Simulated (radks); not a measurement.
# Ionising molybdenum step by step, Mo²²⁺ to Mo³⁵⁺

How much does each further electron of molybdenum cost? Each ion is computed in its NIST ground configuration. Each value is a difference of total energies (Δ-SCF).

Method: Dirac Kohn-Sham, PBEsol, spin-unpolarised, spherical densities, finite nucleus; open shells fill j = l - 1/2 first. Code: radks (a radial shooting solver on a logarithmic mesh, Libxc functionals) version 1.

**1. The atom as given**

```
element             : molybdenum (Z = 42)
charges             : 22 to 35
first configuration : [Ar] 3d2
last configuration  : [He] 2s2 2p3
```

**2. Mo²²⁺, [Ar] 3d2**

Input:

```text
Z 42
configuration [Ar] 3d2 4s0 4p0
relativity Dirac
functional pbe_sol,pbe_sol
spin unpolarised
j_filling energy
nucleus finite rms 4.4091 fm
c 137.035999084
```

**3. Mo²³⁺, [Ar] 3d1**

Input: that of step 2 with these lines changed.

```diff
@@ -1,3 +1,3 @@
 Z 42
-configuration [Ar] 3d2 4s0 4p0
+configuration [Ar] 3d1
 relativity Dirac
```

**4. Mo²⁴⁺, [Ar]**

Input: that of step 3 with these lines changed.

```diff
@@ -1,3 +1,3 @@
 Z 42
-configuration [Ar] 3d1
+configuration [Ar] 4s0 3d0
 relativity Dirac
```

**5. Mo²⁵⁺, [Ne] 3s2 3p5**

Input: that of step 4 with these lines changed.

```diff
@@ -1,3 +1,3 @@
 Z 42
-configuration [Ar] 4s0 3d0
+configuration [Ne] 3s2 3p5
 relativity Dirac
```

**6. Mo²⁶⁺, [Ne] 3s2 3p4**

Input: that of step 5 with these lines changed.

```diff
@@ -1,3 +1,3 @@
 Z 42
-configuration [Ne] 3s2 3p5
+configuration [Ne] 3s2 3p4
 relativity Dirac
```

**7. Mo²⁷⁺, [Ne] 3s2 3p3**

Input: that of step 6 with these lines changed.

```diff
@@ -1,3 +1,3 @@
 Z 42
-configuration [Ne] 3s2 3p4
+configuration [Ne] 3s2 3p3
 relativity Dirac
```

**8. Mo²⁸⁺, [Ne] 3s2 3p2**

Input: that of step 7 with these lines changed.

```diff
@@ -1,3 +1,3 @@
 Z 42
-configuration [Ne] 3s2 3p3
+configuration [Ne] 3s2 3p2
 relativity Dirac
```

**9. Mo²⁹⁺, [Ne] 3s2 3p1**

Input: that of step 8 with these lines changed.

```diff
@@ -1,3 +1,3 @@
 Z 42
-configuration [Ne] 3s2 3p2
+configuration [Ne] 3s2 3p1
 relativity Dirac
```

**10. Mo³⁰⁺, [Ne] 3s2**

Input: that of step 9 with these lines changed.

```diff
@@ -1,3 +1,3 @@
 Z 42
-configuration [Ne] 3s2 3p1
+configuration [Ne] 3s2
 relativity Dirac
```

**11. Mo³¹⁺, [Ne] 3s1**

Input: that of step 10 with these lines changed.

```diff
@@ -1,3 +1,3 @@
 Z 42
-configuration [Ne] 3s2
+configuration [Ne] 3s1
 relativity Dirac
```

**12. Mo³²⁺, [Ne]**

Input: that of step 11 with these lines changed.

```diff
@@ -1,3 +1,3 @@
 Z 42
-configuration [Ne] 3s1
+configuration [Ne]
 relativity Dirac
```

**13. Mo³³⁺, [He] 2s2 2p5**

Input: that of step 12 with these lines changed.

```diff
@@ -1,3 +1,3 @@
 Z 42
-configuration [Ne]
+configuration [He] 2s2 2p5
 relativity Dirac
```

**14. Mo³⁴⁺, [He] 2s2 2p4**

Input: that of step 13 with these lines changed.

```diff
@@ -1,3 +1,3 @@
 Z 42
-configuration [He] 2s2 2p5
+configuration [He] 2s2 2p4
 relativity Dirac
```

**15. Mo³⁵⁺, [He] 2s2 2p3**

Input: that of step 14 with these lines changed.

```diff
@@ -1,3 +1,3 @@
 Z 42
-configuration [He] 2s2 2p4
+configuration [He] 2s2 2p3
 relativity Dirac
```

Q: Predict the outcome of this session. Wanted: for each run, species; configuration; Δ-SCF; −ε(HOMO); NIST; error.

As calculated:

```
species  configuration  Δ-SCF (eV)  −ε(HOMO) (eV)           NIST (eV)  error (%)
  Mo²²⁺       [Ar] 3d2      1016.4         983.95       1019 (theory)       -0.3
  Mo²³⁺       [Ar] 3d1      1082.2         1049.0       1082 (theory)       +0.0
  Mo²⁴⁺           [Ar]      1265.8         1235.8    1263 (semi-emp.)       +0.2
  Mo²⁵⁺   [Ne] 3s2 3p5      1326.2         1295.9    1320 (semi-emp.)       +0.5
  Mo²⁶⁺   [Ne] 3s2 3p4      1387.3         1356.7    1385 (semi-emp.)       +0.2
  Mo²⁷⁺   [Ne] 3s2 3p3      1449.0         1418.1    1462 (semi-emp.)       -0.9
  Mo²⁸⁺   [Ne] 3s2 3p2      1537.7         1505.9    1537 (semi-emp.)       +0.0
  Mo²⁹⁺   [Ne] 3s2 3p1      1601.2         1569.4    1587 (semi-emp.)       +0.9
  Mo³⁰⁺       [Ne] 3s2      1732.1         1702.3    1730 (semi-emp.)       +0.1
  Mo³¹⁺       [Ne] 3s1      1791.0         1761.7  1790.9 (semi-emp.)       +0.0
  Mo³²⁺           [Ne]      4259.4         4172.2    4259 (semi-emp.)       +0.0
  Mo³³⁺   [He] 2s2 2p5      4435.4         4347.0    4430 (semi-emp.)       +0.1
  Mo³⁴⁺   [He] 2s2 2p4      4613.4         4524.1    4618 (semi-emp.)       -0.1
```

**Reading.** Reference values: NIST Atomic Spectra Database (exp. measured, semi-emp. semi-empirical, theory a theoretical value adopted there). The steepest step, after dividing by the final charge, comes at Mo³²⁺ in [Ne], where the value goes from 1791.0 to 4259.4 eV. There the highest level belongs to another shell. Against the measured or semi-empirical entries the Δ-SCF values err by +0.1 % on average (signed), at worst +0.9 % (Mo²⁹⁺). Minus the highest eigenvalue gives 97 to 98 % of the Δ-SCF value along the ladder. Spin polarisation and multiplet splitting are left out, so open shells lie too high by an amount that depends on their filling.
